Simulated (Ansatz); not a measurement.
# C2H5F2NSi: up Jacob's ladder to CCSD(T)

Aim: compute C2H5F2NSi with functionals from several rungs and with coupled cluster, and see how far each lands from CCSD(T) at the basis-set limit for the atomisation energy.

Method: functionals in def2-TZVPP, the program's frozen cores in correlated methods; program: Ansatz 0.2.0, Gaussian basis.

Plan: LDA (SPW92), PBE-D4, revPBE-D4, BLYP-D4, r2SCAN-D4, B97M-V, PBE0-D4, B3LYP-D4, r2SCANh-D4, r2SCAN0-D4, HSE06-D4, BHLYP-D4, CAM-B3LYP-D4, LC-ωPBE, ωB97X-V, ωB97M-V, B2PLYP, PBE-QIDH; CCSD(T)/def2-SVP; CCSD(T)/def2-TZVPP; MP2/def2-QZVPP; extrapolation to the limit; RPA on PBE.

**1. The geometry**

All runs share one geometry, relaxed beforehand with PBE0-D4 in a triple-zeta def2 set.

11 atoms, charge 0, spin multiplicity 1.

Atoms are counted from 1 here; the program's logs count them from 0.

Bond lengths: C1–Si2 1.851 Å, C1–H7 1.091 Å, C1–H8 1.094 Å, C1–H9 1.093 Å, Si2–N3 1.710 Å, Si2–C4 1.854 Å, Si2–H10 1.484 Å, N3–C4 1.393 Å, N3–H11 1.008 Å, C4–F5 1.361 Å, C4–F6 1.362 Å. Angles: Si2–C1–H7 110.5°, Si2–C1–H8 110.4°, Si2–C1–H9 110.3°, H7–C1–H8 108.8°, H7–C1–H9 109.0°, H8–C1–H9 107.7°, C1–Si2–N3 119.4°, C1–Si2–C4 125.6°, C1–Si2–H10 112.7°, N3–Si2–C4 45.8°, N3–Si2–H10 118.4°, C4–Si2–H10 118.6°, Si2–N3–C4 72.5°, Si2–N3–H11 153.6°, C4–N3–H11 127.8°, Si2–C4–N3 61.7°, Si2–C4–F5 126.9°, Si2–C4–F6 123.6° and more.

As a file:

```mol
C2H5F2NSi
  3D, bonds by distance, orders not assigned

 11 11  0  0  0  0  0  0  0  0999 V2000
    0.7217   -1.5960   -0.4733 C   0  0
    0.5873    0.1209    0.2041 Si  0  0
   -0.8583    0.6082    0.9772 N   0  0
   -0.7474    1.3412   -0.2024 C   0  0
   -1.7510    1.1819   -1.1082 F   0  0
   -0.6048    2.6886   -0.0647 F   0  0
   -0.2191   -1.9001   -0.9342 H   0  0
    0.9669   -2.3027    0.3244 H   0  0
    1.5175   -1.6481   -1.2208 H   0  0
    1.8764    0.6300    0.7344 H   0  0
   -1.4238    0.8192    1.7842 H   0  0
  1  2  8  0
  2  3  8  0
  3  4  8  0
  4  5  8  0
  4  6  8  0
  1  7  8  0
  1  8  8  0
  1  9  8  0
  2 10  8  0
  3 11  8  0
  2  4  8  0
M  END
```

**2. LDA**

This LDA is Slater exchange with PW92 correlation.

in.yaml

```yaml
crystal:
  periodic: [false, false, false]
  atoms:
    - {symbol: C, position_ang: [0.721674, -1.595998, -0.473333]}
    - {symbol: Si, position_ang: [0.587289, 0.120945, 0.204088]}
    - {symbol: N, position_ang: [-0.858343, 0.608153, 0.977241]}
    - {symbol: C, position_ang: [-0.747395, 1.341196, -0.202428]}
    - {symbol: F, position_ang: [-1.750988, 1.181850, -1.108166]}
    - {symbol: F, position_ang: [-0.604758, 2.688563, -0.064717]}
    - {symbol: H, position_ang: [-0.219083, -1.900072, -0.934202]}
    - {symbol: H, position_ang: [0.966915, -2.302697, 0.324420]}
    - {symbol: H, position_ang: [1.517487, -1.648115, -1.220781]}
    - {symbol: H, position_ang: [1.876356, 0.629982, 0.734366]}
    - {symbol: H, position_ang: [-1.423754, 0.819195, 1.784214]}
basis:
  gaussian: {orbitals: def2-TZVPP}
hamiltonian: {xc: lda}
output: {orbitals: {seedname: orbitals}}
```

Started as:

```bash
$ ansatz run in.yaml --threads 4 --pin off --events-out ev --progress --plain --max-ram 10444MiB
```

The runs that follow: PBE-D4 (GGA); revPBE-D4 (GGA); BLYP-D4 (GGA); r2SCAN-D4 (meta-GGA); B97M-V (meta-GGA); PBE0-D4 (hybrid); B3LYP-D4 (hybrid); r2SCANh-D4 (hybrid); r2SCAN0-D4 (hybrid); HSE06-D4 (hybrid); BHLYP-D4 (hybrid); CAM-B3LYP-D4 (range-separated); LC-ωPBE (range-separated); ωB97X-V (range-separated); ωB97M-V (range-separated); B2PLYP (double hybrid); PBE-QIDH (double hybrid); CCSD(T) in def2-SVP; CCSD(T) in def2-TZVPP; MP2 in def2-QZVPP; RPA on PBE orbitals.

Before running them: what should the planned runs give, taken together? Wanted: atomisation energy, CCSD(T)/CBS; farthest beyond LDA; mean size of error, GGA; mean size of error, meta-GGA; mean size of error, hybrid; mean size of error, range-separated; mean size of error, double hybrid; gap, smallest and largest; T1 diagnostic.

As calculated:

```
                               quantity                                      value
        atomisation energy, CCSD(T)/CBS                             977.7 kcal/mol
functionals within 4.9 kcal/mol (0.5 %)    revPBE-D4, B97M-V, B3LYP-D4, r2SCANh-D4
                    farthest beyond LDA                  BHLYP-D4 (-38.0 kcal/mol)
                mean size of error, GGA                              14.5 kcal/mol
           mean size of error, meta-GGA                               5.4 kcal/mol
             mean size of error, hybrid                              12.2 kcal/mol
    mean size of error, range-separated                               8.1 kcal/mol
      mean size of error, double hybrid                               7.8 kcal/mol
              gap, smallest and largest  5.18 eV (LDA (SPW92)), 12.29 eV (LC-ωPBE)
                          T1 diagnostic                                     0.0125
triples share of the correlation energy                                      3.6 %
```

The LDA atomisation energy is off by 175.5 kcal/mol (18 %): it overbinds. PBE-D4 misses by +34.4 kcal/mol. Double hybrids carry the basis error of their MP2 part in triple zeta, and no dispersion term here, so their miss is partly the set-up's. By mean error the best rung here is meta-GGA (5.4 kcal/mol) and the worst beyond LDA is GGA (14.5 kcal/mol). hybrid functionals lie within the reference's doubt of that worst mean (12.2 kcal/mol), so those two tie. The gap between the best rungs is small, so their order is not settled. Misses under about 4.9 kcal/mol are within the doubt on the reference itself, which lacks core-valence correlation, relativity and higher excitations. Hartree-Fock recovers 69 % of the binding; the rest is correlation. CCSD(T) in def2-SVP is off by -63.5 kcal/mol, worse than the median functional, from the basis alone. Orbital gaps span 5.2 to 12.3 eV; exact exchange widens them.
